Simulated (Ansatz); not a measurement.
# SiF3 (trifluorosilyl) at UPBE-QIDH/aug-cc-pVDZ

What is the electronic atomisation energy of SiF3 (trifluorosilyl) at UPBE-QIDH/aug-cc-pVDZ? 

The results are computed with Ansatz 0.2.0.

20 further runs of the same task are left out: 20 set aside as unsound or not needed.

## 1. The system as given

SiF3: 4 atoms, total charge 0, spin state doublet. SMILES: `F[Si](F)F`. The coordinates come from a PBE0-D4/def2-TZVP relaxation.

Bond lengths: F1–Si2 1.581 Å, Si2–F3 1.581 Å, Si2–F4 1.581 Å. Angles: F1–Si2–F3 107.9°, F1–Si2–F4 107.9°, F3–Si2–F4 107.9°.

## 2. The energy at UPBE-QIDH/aug-cc-pVDZ

Input file molecule.yaml:

```yaml
crystal:
  periodic: [false, false, false]
  atoms:
    - {symbol: F, position_ang: [0.784850, -0.507040, 1.151700]}
    - {symbol: Si, position_ang: [-0.282750, 0.213060, 0.234280]}
    - {symbol: F, position_ang: [-0.994260, -0.892250, -0.644340]}
    - {symbol: F, position_ang: [0.492160, 1.186230, -0.741640]}
basis:
  gaussian:
    orbitals: aug-cc-pVDZ
magnetization:
  spin_polarized: true
  initial_magnetization: 1
accuracy: high
correlation:
  frozen_orbitals: {F: 1, Si: 5}
output: {orbitals: {seedname: orbitals}}
hamiltonian:
  xc: {name: PBE-QIDH}
```

Launch:

```sh
$ ansatz run molecule.yaml --threads 1 --pin off --max-ram 3480MiB --events-out events.jsonl --progress --plain --runs-dir runs
```

Log:

```text
Warning: RAYON_NUM_THREADS=1 ignored (pool sized by the plan → 1); use --threads N
Functional definition: PBE-QIDH
  name "PBE-QIDH"
  parameter a = 3^(-1/3)
  parameter c = 1/3
  exchange = (1 - a)*pbe_x + a*exact_x
  correlation = (1 - c)*pbe_c + c*(mp2_os + mp2_ss)
1923 factors; integrals over basis functions are off by at most 3.1e-9 eV
mean field evaluation 1: about -16006.4867 eV, gradient 3.1e1 eV
mean field evaluation 2: about -16006.5164 eV, gradient 3.1e1 eV
mean field evaluation 4: about -16009.7620 eV, gradient 1.5e0 eV
mean field evaluation 8: about -16009.7969 eV, gradient 4.9e-2 eV
mean field evaluation 16: about -16009.7969 eV, gradient 1.5e-5 eV
mean field -16009.79691084 eV, -588.3491846433 hartree, gradient 4.6e-8 eV, S^2 0.751572; 0 other end points of the search recorded, 0 dependent functions left out
8 core orbitals not correlated: weight in the atoms' cores, before any rotation towards them, 1.000 or more for the frozen orbitals, at most 0.000 for the correlated occupied ones
reference -16009.79691234 eV, -588.3491846982 hartree; 13, 12 occupied and 75, 76 virtual orbitals, 1923 factors
second order -20.91183014 eV of doubles, -0.00000000 eV of singles
Total energy: -16016.76752238 eV, -588.6053498926 hartree
```

It took 13 s on 1 thread of Arm Neoverse V1, shared host; peak memory 0.41 GiB.

## 3. The F atom, same level

Input file molecule.yaml:

```yaml
crystal:
  periodic: [false, false, false]
  atoms:
    - symbol: F
      position_ang: [0.000000, 0.000000, 0.000000]
basis:
  gaussian:
    orbitals: aug-cc-pVDZ
magnetization:
  spin_polarized: true
  initial_magnetization: 1
hamiltonian:
  xc: {name: PBE-QIDH}
correlation:
  frozen_orbitals: {F: 1}
accuracy: high
```

Launch:

```sh
$ ansatz run molecule.yaml --threads 1 --pin off --max-ram 3480MiB --events-out events.jsonl --progress --plain --runs-dir runs
```

Log:

```text
Warning: RAYON_NUM_THREADS=1 ignored (pool sized by the plan → 1); use --threads N
[... 6 set-up lines as earlier in the session ...]
199 factors; integrals over basis functions are off by at most 2.8e-9 eV
mean field evaluation 1: about -2709.1740 eV, gradient 5.7e0 eV
mean field evaluation 2: about -2709.1742 eV, gradient 5.7e0 eV
mean field evaluation 4: about -2709.2773 eV, gradient 6.9e-1 eV
mean field evaluation 8: about -2709.2791 eV, gradient 3.6e-3 eV
mean field evaluation 16: about -2709.2791 eV, gradient 4.3e-9 eV
mean field -2709.27906368 eV, -99.5641691751 hartree, gradient 4.3e-9 eV, S^2 0.752558; 0 other end points of the search recorded, 0 dependent functions left out
1 core orbitals not correlated: weight in the atoms' cores, before any rotation towards them, 1.000 or more for the frozen orbitals, at most 0.000 for the correlated occupied ones
reference -2709.27906449 eV, -99.5641692047 hartree; 4, 3 occupied and 18, 19 virtual orbitals, 199 factors
second order -4.62007107 eV of doubles, -0.00000000 eV of singles
Total energy: -2710.81908818 eV, -99.6207640314 hartree
```

Wall time 0.42 s (1 thread of Arm Neoverse V1, shared host).

## 4. The Si atom at the same level

Input file input.yaml:

```yaml
crystal:
  periodic: [false, false, false]
  atoms:
    - {symbol: Si, position_ang: [0.000000, 0.000000, 0.000000]}
basis:
  gaussian:
    orbitals: aug-cc-pVDZ
magnetization:
  spin_polarized: true
  initial_magnetization: 2
correlation:
  frozen_orbitals: {Si: 5}
hamiltonian:
  xc: {name: PBE-QIDH}
accuracy: high
```

Launch:

```sh
$ ansatz run input.yaml --threads 1 --pin off --max-ram 3480MiB --events-out events.jsonl --progress --plain --runs-dir runs
```

Log:

```text
Warning: RAYON_NUM_THREADS=1 ignored (pool sized by the plan → 1); use --threads N
[... 6 set-up lines as earlier in the session ...]
231 factors; integrals over basis functions are off by at most 3.2e-9 eV
mean field evaluation 1: about -7867.7055 eV, gradient 2.9e0 eV
mean field evaluation 2: about -7867.7062 eV, gradient 2.9e0 eV
mean field evaluation 4: about -7867.8362 eV, gradient 7.6e-2 eV
mean field evaluation 8: about -7867.8362 eV, gradient 1.4e-3 eV
mean field evaluation 16: about -7867.8362 eV, gradient 2.6e-8 eV
mean field -7867.83618239 eV, -289.1376466918 hartree, gradient 2.6e-8 eV, S^2 2.009040; 0 other end points of the search recorded, 0 dependent functions left out
5 core orbitals not correlated: weight in the atoms' cores, before any rotation towards them, 1.000 or more for the frozen orbitals, at most 0.000 for the correlated occupied ones
reference -7867.83618382 eV, -289.1376467444 hartree; 3, 1 occupied and 19, 21 virtual orbitals, 231 factors
second order -1.49258464 eV of doubles, -0.00000000 eV of singles
Total energy: -7868.33371203 eV, -289.1559305690 hartree
```

Wall time 0.96 s (1 thread of Arm Neoverse V1, shared host); peak memory 0.094 GiB.

## 5. What came out

Level: UPBE-QIDH/aug-cc-pVDZ, 8 core orbitals frozen.

| quantity | value |
| --- | --- |
| molecule: total energy | -588.60535 Eh |
| molecule: HOMO energy (SCF part's orbitals) (highest over α and β) | -10.32 eV |
| molecule: LUMO energy (SCF part's orbitals) (lowest over α and β) | -1.53 eV |
| molecule: ⟨S²⟩ | 0.752 |
| F atom: total energy | -99.62076 Eh |
| F atom: ⟨S²⟩ | 0.753 |
| Si atom: total energy | -289.15593 Eh |
| Si atom: ⟨S²⟩ | 2.009 |
| electronic atomisation energy | 15.977 eV |

What this shows: Taking the molecule apart into free atoms costs 15.98 eV (1542 kJ/mol), before zero-point energy and without spin-orbit coupling.
